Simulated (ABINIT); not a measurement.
Crystal: GaGe3.

```
CELL_PARAMETERS angstrom
4.27847 0.00000 0.00000
0.00000 4.27847 0.00000
0.00000 0.00000 4.27847
ATOMIC_POSITIONS crystal
Ge 0.50000 0.50000 0.00000
Ge 0.50000 0.00000 0.50000
Ge 0.00000 0.50000 0.50000
Ga 0.00000 0.00000 0.00000
```

The cell comes from a database or a generator and needn't be the stable form of this composition.

Base run:

| Property | Result |
| --- | --- |
| Program | ABINIT 10.8.3 (patched build) |
| Functional | LDA |
| Potentials or basis | JTH PAW LDA v2.0 |
| Cutoff | 599 eV |
| k mesh | 6 × 6 × 6 |
| Occupations | fermi-dirac, width 0.05 eV |
| Spin | no spin polarisation |

Its results: band gap on the k mesh none (metal or under the smearing width); pressure -5.2 GPa.

Problem. The run is repeated on the same cell with these changes: functional from LDA to PBEsol; potentials or basis from JTH PAW LDA v2.0 to PseudoDojo NC SR PBEsol v0.4.1 standard; cutoff from 599 eV to 1088 eV. What comes out?

Solution. Band gap on the k mesh none (metal or under the smearing width); pressure -3.4 GPa.
